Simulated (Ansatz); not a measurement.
Working through a rigid torsion scan of C4H6B, SMILES [CH2]C#CBC

Computed with Ansatz 0.2.0, Python API.

The cells in order, each with its output:

In [1]:
```python
import ansatz as az
from ase import Atoms
```

In [2]:
```python
atoms = Atoms(["C", "C", "C", "B", "C", "H", "H", "H", "H", "H", "H"], positions=[
    (2.9714, 0.5305, 0.4839),
    (1.6027, 0.3732, -0.0079),
    (0.4749, 0.2435, -0.4127),
    (-0.9618, 0.0777, -0.927),
    (-2.1018, -0.4811, 0.0269),
    (2.9702, 1.1877, 1.3777),
    (3.3833, -0.4631, 0.756),
    (-1.2206, 0.3687, -2.0421),
    (-2.9066, 0.2767, 0.1207),
    (-2.5224, -1.4107, -0.4088),
    (-1.6893, -0.703, 1.0333),
])
```

In [3]:
```python
# relax first, so that the scan starts from a minimum
first = az.Crystal.molecule_from_ase(atoms).calculation()
first = first.basis(gaussian="cc-pVDZ")
first = first.functional("pbe").spin("collinear", total=1)
first = first.relax(force_tolerance=0.02, max_steps=80)
atoms.positions = first.run().report["positions_ang"]
```

In [4]:
```python
start = atoms.get_dihedral(2, 3, 4, 8)
energies = {}
for turn in range(0, 121, 15):
    turned = atoms.copy()
    turned.set_dihedral(2, 3, 4, 8, start + turn, indices=[4, 8, 9, 10])
    calc = (
        az.Crystal.molecule_from_ase(turned).calculation()
        .basis(gaussian="cc-pVDZ")  # the orbital basis, by name
        .functional("pbe")
        .spin("collinear", total=1)  # spin-polarised run
    )
    energies[round((start + turn) % 360)] = calc.run().report["free_energy_ev"]
floor = min(energies.values())
print("dihedral C2-B3-C4-H8 (deg)   E - E(min) (eV)")
for angle, e in sorted(energies.items()):
    print(f"{angle:8d} {(e - floor):14.3f}  " + "#" * int(30 * (e - floor) / max(max(energies.values()) - floor, 1e-9)))
```
```text
dihedral C2-B3-C4-H8 (deg)   E - E(min) (eV)
     124          0.000
     139          0.008  ###
     154          0.026  ##########
     169          0.049  ###################
     184          0.067  ##########################
     199          0.075  ##############################
     214          0.072  ############################
     229          0.062  ########################
     244          0.049  ###################
```

Caveats:
- The scan is rigid and the energies are electronic, in a modest basis. With rigid groups the curve can differ much from the relaxed path, the start wasn't checked as a minimum of this torsion, and equivalent turns needn't return to the same energy.
- The species is open-shell (spin multiplicity 2).
- Wall time of the script: 89 s on 1 thread of Arm Neoverse V2, with other jobs on the host, peak memory 0.23 GiB.
